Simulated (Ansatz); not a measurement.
# AlGaHO (quartet): the correlation ladder at a displaced geometry (v1), cc-pVDZ

How much of the correlation energy of AlGaHO (quartet) does each wave-function method recover here?

Computed with Ansatz 0.2.0, Gaussian basis. Level: cc-pVDZ, core rule «outside noble gas», up to 20 orbitals frozen.

Plan: UHF; CCSD(T) on ROHF; CCSD(T) on UHF; BCCD(T) on ROHF; CISD as a restricted active space (open shells left free, so some higher excitations enter); CCSDT(Q) on ROHF; CCSDT(Q) on UHF.

26 further runs of the same task are left out: 5 for a known fault of the program, 13 that didn't finish, 8 set aside as unsound or not needed. Runs told in other sessions of the task aren't counted.

### 1 What is computed

The geometry is a PBE0/def2-TZVP stationary point (not a proven minimum) with its atoms shifted at random (size 0.040 Å). No spin-orbit coupling is included. The filled d shell of Ga may be among the frozen orbitals whatever the setting's name suggests.

4 atoms, charge 0, spin multiplicity 4.

Atoms are counted from 1 here; the program's logs count them from 0.

Bond lengths: Al1–Ga2 2.401 Å, Al1–H4 1.560 Å, Ga2–O3 1.866 Å. Angles: Ga2–Al1–H4 122.8°, Al1–Ga2–O3 164.8°.

As a file:

```tsv
atom	x (Å)	y (Å)	z (Å)
Al1	-0.0056	-0.2011	2.0471
Ga2	-0.0065	0.0997	-0.3353
O3	0.0415	-0.1577	-2.1832
H4	-0.0613	0.9925	3.0505
```

### 2 UHF

Contents of in.yaml:

```yaml
crystal:
  periodic: [false, false, false]
  atoms:
    - {symbol: Al, position_ang: [-0.005627, -0.201089, 2.047140]}
    - {symbol: Ga, position_ang: [-0.006460, 0.099658, -0.335320]}
    - {symbol: O, position_ang: [0.041504, -0.157705, -2.183221]}
    - {symbol: H, position_ang: [-0.061273, 0.992547, 3.050525]}
basis:
  gaussian: {orbitals: cc-pVDZ}
magnetization: {spin_polarized: true, initial_magnetization: 3}
hamiltonian: {xc: hf}
output: {orbitals: {seedname: orbitals}}
```

Run with:

```bash
ansatz run in.yaml --threads 1 --pin off --events-out ev --progress --plain --max-ram 2393MiB
```

After this run come: CCSD(T) on ROHF; CCSD(T) on UHF; BCCD(T) on ROHF; CISD as a restricted active space (open shells left free, so some higher excitations enter); CCSDT(Q) on ROHF; CCSDT(Q) on UHF.

Before running them: what should the planned runs give, taken together? Wanted: UCCSDT(Q) from the RHF energy; RMP2 from UCCSDT(Q); UMP2 from UCCSDT(Q); RCCSD from UCCSDT(Q); RCCSD(T) from UCCSDT(Q); UCCSD(T) from UCCSDT(Q); RCCSDT(Q) from UCCSDT(Q); T1 diagnostic.

**Answer**, as computed:

| quantity | value |
| --- | --- |
| UCCSDT(Q) from the ROHF energy | -7.7080 eV |
| RMP2 from UCCSDT(Q) | +1218.2 meV |
| UMP2 from UCCSDT(Q) | +1224.4 meV |
| RCCSD from UCCSDT(Q) | +287.4 meV |
| RCCSD(T) from UCCSDT(Q) | +74.3 meV |
| UCCSD(T) from UCCSDT(Q) | +73.0 meV |
| RCCSDT(Q) from UCCSDT(Q) | +5.9 meV |
| levels within 1 kcal/mol (43 meV) | RCCSDT, UCCSDT, RCCSDT(Q) |
| T1 diagnostic | 0.031 |

RCCSD(T) lands +74.3 meV from the yardstick (1.0 % of the correlation energy). These misses are within one basis, not against nature; the frozen cores of restricted and unrestricted runs differ, which can shift their rows.
